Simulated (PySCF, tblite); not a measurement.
# C9H10Se: excited states, part 2 of 2

tblite 0.8.0 and PySCF 2.14.0. Atoms count from 0. Earlier steps stand in the parts before.

## 6. Excited states: TDA CAM-B3LYP/def2-SVP

Job settings and geometry (Å):

```
{"job": {"kind": "states", "xc": "CAM-B3LYP", "basis": "def2-SVP", "tda": true, "soc": true, "nstates": 8, "ntriplets": 5, "nquad": 4}, "charge": 0, "multiplicity": 1}
C      3.287885     0.643821     0.689328
Se     2.047444    -0.645372     1.460977
C      0.505600    -0.267818     0.426553
C      0.367043     0.577379    -0.587798
C     -1.044895     0.604718    -1.143505
C     -1.362165    -0.832411    -1.505909
C     -1.216989    -1.674950    -0.498237
C     -0.772793    -1.007427     0.785593
C     -1.789999     0.082613     1.050759
C     -1.935140     0.923295     0.041525
H      4.217705     0.566044     1.246397
H      2.872011     1.642817     0.792382
H      3.456534     0.398632    -0.356101
H      1.125208     1.205497    -1.016673
H     -1.161118     1.297691    -1.974017
H     -1.671222    -1.082603    -2.504321
H     -1.380782    -2.736535    -0.526416
H     -0.641320    -1.698560     1.618277
H     -2.309508     0.118651     1.990581
H     -2.598646     1.768015     0.007569
```

With the program's defaults for keys left out, this is: TDA CAM-B3LYP/def2-SVP excited states, vertical, gas phase, spin-orbit mean-field couplings.

The program printed:

```text
coarse grid: 78672 points
cycle   1  E = -2749.7670454289  dE =  1.120e+00  |g| = 3.616e-01  |ddm| = 5.134e+00
cycle   2  E = -2749.7906732587  dE = -2.363e-02  |g| = 2.595e-01  |ddm| = 8.869e-01
cycle   3  E = -2749.8053021219  dE = -1.463e-02  |g| = 7.294e-02  |ddm| = 3.673e-01
cycle   4  E = -2749.8063135854  dE = -1.011e-03  |g| = 4.213e-02  |ddm| = 1.352e-01
cycle   5  E = -2749.8067642366  dE = -4.507e-04  |g| = 9.181e-03  |ddm| = 5.401e-02
cycle   6  E = -2749.8067861868  dE = -2.195e-05  |g| = 3.017e-03  |ddm| = 1.522e-02
cycle   7  E = -2749.8067886414  dE = -2.455e-06  |g| = 6.938e-04  |ddm| = 4.008e-03
final grid: 167672 points
cycle   8  E = -2749.8067590622  dE = -1.662e-07  |g| = 6.424e-04  |ddm| = 3.443e-03
cycle   9  E = -2749.8067590247  dE =  3.748e-08  |g| = 7.892e-04  |ddm| = 1.556e-03
cycle  10  E = -2749.8067591730  dE = -1.483e-07  |g| = 9.661e-05  |ddm| = 8.169e-04
cycle  11  E = -2749.8067591753  dE = -2.367e-09  |g| = 3.504e-05  |ddm| = 1.379e-04
cycle  12  E = -2749.8067591759  dE = -5.384e-10  |g| = 2.071e-05  |ddm| = 8.532e-05
converged SCF energy = -2749.8067591759

Singlet excitations
state   eV       nm        f     d(h-e)  d(exc)  Lambda  PR(NTO)  |dmu|/D   mu/D   main configurations
  1   4.8319   256.6   0.00073   0.338   3.009   0.520   1.080    0.727    1.825   H->L+2 0.47, H->L 0.39
  2   5.0439   245.8   0.00314   1.026   3.236   0.541   1.152    3.433    3.767   H->L 0.56, H->L+2 0.31
  3   5.2386   236.7   0.06052   0.657   3.087   0.701   1.075    1.909    2.116   H->L+1 0.86
  4   6.0254   205.8   0.00156   0.460   3.055   0.694   1.200    1.568    1.858   H-1->L 0.81
  5   6.1575   201.4   0.05697   0.483   3.182   0.672   1.369                     H-1->L+1 0.78, H-2->L 0.13
  6   6.2870   197.2   0.00044   0.528   3.402   0.455   1.253                     H->L+3 0.75, H->L+6 0.08
  7   6.6706   185.9   0.00043   0.919   2.877   0.587   1.099                     H-2->L+1 0.93
  8   6.8260   181.6   0.00025   1.462   3.644   0.468   1.697                     H-1->L+2 0.51, H->L+2 0.11, H-1->L+3 0.08

Triplet excitations (Tamm-Dancoff)
state   eV     d(h-e)  d(exc)  Lambda  PR(NTO)   main configurations
  1   3.4691   0.223   2.528   0.714   1.158   H->L+1 0.76
  2   3.5869   0.189   2.392   0.630   1.301   H->L 0.42, H-1->L 0.39
  3   4.2543   0.064   2.118   0.713   2.773   H-2->L 0.34, H-1->L+1 0.24, H->L+4 0.09
  4   4.4012   0.466   2.674   0.499   1.063   H->L+2 0.71, H-1->L+2 0.10
  5   5.1793   1.120   3.246   0.581   1.246   H->L 0.36, H-1->L 0.24, H->L+6 0.10
S1 - T1 = 1.3628 eV

Spin-orbit couplings |<S|Hso|T>| (cm-1)
             T1       T2       T3       T4       T5
S0       23.482   64.636   89.648  705.856  414.646
S1       96.966   27.170   33.195   43.185  181.104
S2       40.868   23.227   26.255   81.562   89.905
S3       12.919   24.105   20.366  102.144   63.489
S4       30.379   10.215   24.092   97.638   10.644
S5        7.750    5.949   12.937   97.355   65.762
S6       90.166   18.916   44.317  201.000    9.705
S7       31.974    4.628   15.078   10.523    6.501
S8       43.020   28.783   22.121   94.184   40.914
T1 sublevels (cm-1): 0.000 0.061 0.517   radiative rates (1/s): 524 9.56 126
```

Run time: 66 s. Hardware: 1 thread of Arm Neoverse V2, shared host; peak memory 1.1 GiB.

Key values:

| quantity | value |
| --- | --- |
| S1 less T1 | 1.36 eV |

## 7. Excited states: TDA CAM-B3LYP/pcseg-1

Settings changed since step 6:

```diff
@@ -1,2 +1,2 @@
-{"job": {"kind": "states", "xc": "CAM-B3LYP", "basis": "def2-SVP", "tda": true, "soc": true, "nstates": 8, "ntriplets": 5, "nquad": 4}, "charge": 0, "multiplicity": 1}
+{"job": {"kind": "states", "xc": "CAM-B3LYP", "basis": "pcseg-1", "tda": true, "soc": true, "nstates": 10, "ntriplets": 5, "nquad": 4, "scf": {"conv": 0.001, "max_cycle": 98}}, "charge": 0, "multiplicity": 1}
 C      3.287885     0.643821     0.689328
```

Method: TDA CAM-B3LYP/pcseg-1 excited states, vertical, gas phase, spin-orbit mean-field couplings.

The program printed:

```text
final grid: 167672 points
cycle   1  E = -2749.9824751381  dE =  1.160e+00  |g| = 3.279e-01  |ddm| = 4.901e+00
cycle   2  E = -2750.0044311261  dE = -2.196e-02  |g| = 2.365e-01  |ddm| = 8.511e-01
cycle   3  E = -2750.0171017844  dE = -1.267e-02  |g| = 7.112e-02  |ddm| = 3.164e-01
cycle   4  E = -2750.0180508165  dE = -9.490e-04  |g| = 4.128e-02  |ddm| = 1.260e-01
cycle   5  E = -2750.0184828403  dE = -4.320e-04  |g| = 7.948e-03  |ddm| = 5.032e-02
converged SCF energy = -2750.0184828403

Singlet excitations
state   eV       nm        f     d(h-e)  d(exc)  Lambda  PR(NTO)  |dmu|/D   mu/D   main configurations
  1   4.7506   261.0   0.00074   0.481   3.163   0.525   1.102    1.412    2.268   H->L 0.56, H->L+2 0.31
  2   4.9737   249.3   0.00488   0.666   3.202   0.536   1.197    2.139    2.628   H->L+2 0.42, H->L 0.38, H->L+1 0.08
  3   5.1379   241.3   0.05633   0.589   3.124   0.693   1.082    1.708    1.976   H->L+1 0.82, H->L+2 0.09
  4   5.9101   209.8   0.00091   0.434   3.133   0.671   1.300    1.506    1.816   H-1->L 0.77
  5   6.0710   204.2   0.03922   0.589   3.355   0.594   2.037                     H-1->L+1 0.54, H->L+3 0.23, H-2->L 0.09
  6   6.0838   203.8   0.02220   0.699   3.476   0.501   2.033                     H->L+3 0.52, H-1->L+1 0.25
  7   6.5920   188.1   0.00038   0.922   3.016   0.565   1.339                     H-2->L+1 0.84
  8   6.6547   186.3   0.00089   0.892   3.518   0.450   2.420                     H-1->L+2 0.35, H->L+5 0.12, H-2->L+1 0.11
  9   6.8837   180.1   0.01902   0.449   3.334   0.631   2.822                     H-2->L 0.20, H->L+7 0.17, H->L+6 0.14
 10   6.9217   179.1   0.03638   0.260   3.267   0.693   3.196                     H-2->L 0.36, H->L+6 0.20, H-3->L+1 0.11

Triplet excitations (Tamm-Dancoff)
state   eV     d(h-e)  d(exc)  Lambda  PR(NTO)   main configurations
  1   3.4457   0.215   2.587   0.715   1.153   H->L+1 0.77
  2   3.5495   0.217   2.471   0.625   1.280   H->L 0.46, H-1->L 0.36
  3   4.2583   0.062   2.184   0.708   2.791   H-2->L 0.33, H-1->L+1 0.26, H->L+6 0.08
  4   4.3848   0.467   2.751   0.482   1.088   H->L+2 0.67, H-1->L+2 0.10
  5   5.1100   1.058   3.284   0.583   1.254   H->L 0.32, H-1->L 0.26
S1 - T1 = 1.3048 eV

Spin-orbit couplings |<S|Hso|T>| (cm-1)
             T1       T2       T3       T4       T5
S0       24.070   76.798  110.651  735.744  443.768
S1       98.076   27.184   31.191   54.947  177.252
S2       52.988   31.494   30.625   85.730  120.723
S3       17.946   28.985   25.968  105.539   72.612
S4       40.100   15.348   31.580  123.257   11.061
S5       46.863    7.838   30.414  120.384   58.604
S6       64.194   18.016   30.043  163.982   43.652
S7       32.562   10.442   19.209   39.284   21.174
S8       47.062   26.920   31.207  109.846   53.591
S9       74.001   15.272   46.183  144.395   30.374
S10      42.570    9.448   16.497  118.763   48.136
T1 sublevels (cm-1): 0.000 0.137 0.776   radiative rates (1/s): 643 13.4 279
```

It took 59 s on 1 thread of Arm Neoverse V2, shared host; peak memory 1.1 GiB.

The run ended normally, but its values are not to be used for the molecule: the SCF threshold of 0.001 Eh is far too loose.

## 8. Excited states: TDA CAM-B3LYP/3-21G in water

Settings changed since step 7:

```diff
@@ -1,2 +1,2 @@
-{"job": {"kind": "states", "xc": "CAM-B3LYP", "basis": "pcseg-1", "tda": true, "soc": true, "nstates": 10, "ntriplets": 5, "nquad": 4, "scf": {"conv": 0.001, "max_cycle": 98}}, "charge": 0, "multiplicity": 1}
+{"job": {"kind": "states", "xc": "CAM-B3LYP", "basis": "3-21G", "tda": true, "soc": true, "nstates": 1, "ntriplets": 5, "nquad": 4, "solvent": "water"}, "charge": 0, "multiplicity": 1}
 C      3.287885     0.643821     0.689328
```

Method: TDA CAM-B3LYP/3-21G excited states, vertical, IEF-PCM water (non-equilibrium response), spin-orbit mean-field couplings.

The program printed:

```text
coarse grid: 78672 points
cycle   1  E = -2737.0605911974  dE = -3.350e-01  |g| = 3.039e-01  |ddm| = 4.795e+00
cycle   2  E = -2737.0837398007  dE = -2.315e-02  |g| = 1.723e-01  |ddm| = 7.582e-01
cycle   3  E = -2737.0903048152  dE = -6.565e-03  |g| = 6.317e-02  |ddm| = 2.380e-01
cycle   4  E = -2737.0911947084  dE = -8.899e-04  |g| = 2.707e-02  |ddm| = 9.790e-02
cycle   5  E = -2737.0913843700  dE = -1.897e-04  |g| = 5.028e-03  |ddm| = 3.585e-02
cycle   6  E = -2737.0913910759  dE = -6.706e-06  |g| = 1.495e-03  |ddm| = 7.316e-03
final grid: 167672 points
cycle   7  E = -2737.0913498756  dE = -1.292e-07  |g| = 1.784e-03  |ddm| = 3.906e-03
cycle   8  E = -2737.0913494155  dE =  4.601e-07  |g| = 2.260e-03  |ddm| = 3.870e-03
cycle   9  E = -2737.0913506721  dE = -1.257e-06  |g| = 1.286e-04  |ddm| = 2.182e-03
cycle  10  E = -2737.0913506773  dE = -5.192e-09  |g| = 5.767e-05  |ddm| = 2.118e-04
cycle  11  E = -2737.0913506786  dE = -1.312e-09  |g| = 1.509e-05  |ddm| = 1.165e-04
cycle  12  E = -2737.0913506787  dE = -6.230e-11  |g| = 3.878e-06  |ddm| = 3.227e-05
converged SCF energy = -2737.0913506787

Singlet excitations
state   eV       nm        f     d(h-e)  d(exc)  Lambda  PR(NTO)  |dmu|/D   mu/D   main configurations
  1   5.1740   239.6   0.00066   0.606   3.078   0.553   1.091    2.176    3.166   H->L 0.59, H->L+2 0.32

Triplet excitations (Tamm-Dancoff)
state   eV     d(h-e)  d(exc)  Lambda  PR(NTO)   main configurations
  1   3.6960   0.235   2.444   0.731   1.169   H->L+1 0.74
  2   3.8031   0.142   2.338   0.663   1.325   H->L 0.42, H-1->L 0.39
  3   4.4321   0.064   2.052   0.755   2.747   H-2->L 0.34, H-1->L+1 0.23, H->L+4 0.17
  4   4.7653   0.415   2.650   0.519   1.058   H->L+2 0.72, H-1->L+2 0.10
  5   5.4148   0.855   3.132   0.600   1.250   H->L 0.34, H-1->L 0.22, H->L+3 0.19
S1 - T1 = 1.4780 eV

Spin-orbit couplings |<S|Hso|T>| (cm-1)
             T1       T2       T3       T4       T5
S0       19.300   63.556   34.713  660.610  417.138
S1       86.789   23.822   27.732   51.705  175.261
T1 sublevels (cm-1): 0.000 0.306 0.547   radiative rates (1/s): 6.39 369 48.5
```

It took 27 s on 1 thread of Arm Neoverse V2, shared host; peak memory 0.88 GiB.

Key values:

| quantity | value |
| --- | --- |
| S1 less T1 | 1.48 eV |

## 9. Excited states: TDA OPBE/def2-SVP

Settings changed since step 8:

```diff
@@ -1,2 +1,2 @@
-{"job": {"kind": "states", "xc": "CAM-B3LYP", "basis": "3-21G", "tda": true, "soc": true, "nstates": 1, "ntriplets": 5, "nquad": 4, "solvent": "water"}, "charge": 0, "multiplicity": 1}
+{"job": {"kind": "states", "xc": "OPBE", "basis": "def2-SVP", "tda": true, "soc": true, "nstates": 2, "ntriplets": 5, "nquad": 4, "frozen_core": false}, "charge": 0, "multiplicity": 1}
 C      3.287885     0.643821     0.689328
```

With the program's defaults for keys left out, this is: TDA OPBE/def2-SVP excited states, vertical, gas phase, spin-orbit mean-field couplings.

The program printed:

```text
coarse grid: 78672 points
cycle   1  E = -2750.3773575382  dE =  3.569e-01  |g| = 5.402e-01  |ddm| = 5.263e+00
cycle   2  E = -2750.2638930834  dE =  1.135e-01  |g| = 8.484e-01  |ddm| = 1.754e+00
cycle   3  E = -2750.4515017214  dE = -1.876e-01  |g| = 1.981e-01  |ddm| = 1.299e+00
cycle   4  E = -2750.4597449279  dE = -8.243e-03  |g| = 1.117e-01  |ddm| = 3.821e-01
cycle   5  E = -2750.4627831269  dE = -3.038e-03  |g| = 4.039e-02  |ddm| = 1.576e-01
cycle   6  E = -2750.4631819008  dE = -3.988e-04  |g| = 9.968e-03  |ddm| = 5.220e-02
cycle   7  E = -2750.4632037880  dE = -2.189e-05  |g| = 4.708e-03  |ddm| = 1.764e-02
cycle   8  E = -2750.4632090135  dE = -5.226e-06  |g| = 1.135e-03  |ddm| = 5.819e-03
final grid: 167672 points
cycle   9  E = -2750.4632230889  dE =  1.135e-06  |g| = 2.560e-03  |ddm| = 7.943e-03
cycle  10  E = -2750.4632147209  dE =  8.368e-06  |g| = 6.124e-03  |ddm| = 1.012e-02
cycle  11  E = -2750.4632248447  dE = -1.012e-05  |g| = 3.612e-04  |ddm| = 6.999e-03
cycle  12  E = -2750.4632248790  dE = -3.429e-08  |g| = 8.927e-05  |ddm| = 5.502e-04
cycle  13  E = -2750.4632248811  dE = -2.027e-09  |g| = 3.684e-05  |ddm| = 1.483e-04
cycle  14  E = -2750.4632248814  dE = -3.520e-10  |g| = 9.888e-06  |ddm| = 4.471e-05
converged SCF energy = -2750.4632248814

Singlet excitations
state   eV       nm        f     d(h-e)  d(exc)  Lambda  PR(NTO)  |dmu|/D   mu/D   main configurations
  1   3.7068   334.5   0.00021   2.545   3.909   0.589   1.019    7.766    8.088   H->L 0.94
  2   4.3292   286.4   0.04560   0.708   3.600   0.695   1.068    1.675    2.241   H->L+1 0.72, H->L+2 0.19

Triplet excitations (Tamm-Dancoff)
state   eV     d(h-e)  d(exc)  Lambda  PR(NTO)   main configurations
  1   3.2336   1.003   3.106   0.640   1.061   H->L 0.64, H->L+1 0.28
  2   3.2676   0.888   3.050   0.705   1.062   H->L+1 0.67, H->L 0.26
  3   4.0512   0.772   3.178   0.527   1.386   H->L+2 0.79, H-1->L 0.16
  4   4.1654   1.135   3.544   0.667   1.433   H-1->L 0.68, H->L+2 0.19
  5   4.2424   0.229   2.569   0.727   2.031   H-1->L+1 0.58, H-2->L 0.22, H->L+4 0.10
S1 - T1 = 0.4732 eV

Spin-orbit couplings |<S|Hso|T>| (cm-1)
             T1       T2       T3       T4       T5
S0      104.907   91.312  545.498  239.533   46.585
S1       30.422   40.412   72.351   39.619   13.843
S2       68.210   45.004   93.839   36.152   19.311
T1 sublevels (cm-1): 0.000 0.590 7.088   radiative rates (1/s): 886 4.96e+03 6.75e+03
```

Wall time 65 s (1 thread of Arm Neoverse V2, shared host); peak memory 0.77 GiB.

From this job:

| quantity | value |
| --- | --- |
| S1 less T1 | 0.47 eV |

## 10. What came out

What follows sums up all 2 parts.

```
                                                                  quantity                               value
                                 strongest single infrared mode (GFN2-xTB)                3138 cm⁻¹, 66 km/mol
                                              zero-point energy (GFN2-xTB)                       98.8 kcal/mol
                               S1 less T1 (step 4, TDA CAM-B3LYP/def2-SVP)                             1.36 eV
potential on the surface of density 0.002 e/bohr³, 1st and 99th percentile                  -0.95 V and 0.80 V
                               S1 less T1 (step 6, TDA CAM-B3LYP/def2-SVP)                             1.36 eV
                         S1 less T1 (step 8, TDA CAM-B3LYP/3-21G in water)                             1.48 eV
                                    S1 less T1 (step 9, TDA OPBE/def2-SVP)                             0.47 eV
                                                                      runs  0 failed, 2 ended on unsound input
```

In words: All 54 modes are real, so the xTB geometry is a minimum. Unscaled tight-binding wavenumbers are off by several per cent, some by more. Its intensities can rank the bands wrongly. Scalar relativity is left out for the heavy atoms. In steps 4, 6, the number of triplets below S1 is 4, and the largest singlet-triplet spin-orbit coupling is S0–T4, 705.86 cm⁻¹. In step 8, the number of triplets below S1 is 4, and the largest singlet-triplet spin-orbit coupling is S0–T4, 660.61 cm⁻¹. In step 9 hole and electron of S1 lie 2.5 Å apart, a charge-transfer state, which a functional without long-range exact exchange places too low; S1, its gap to T1 and the count of triplets below it are unsure. In step 9, the number of triplets below S1 is 2, and the largest singlet-triplet spin-orbit coupling is S0–T3, 545.50 cm⁻¹. The orbital labels of the leading configurations differ from run to run, so check that S1 and T1 are the same states before comparing rows.
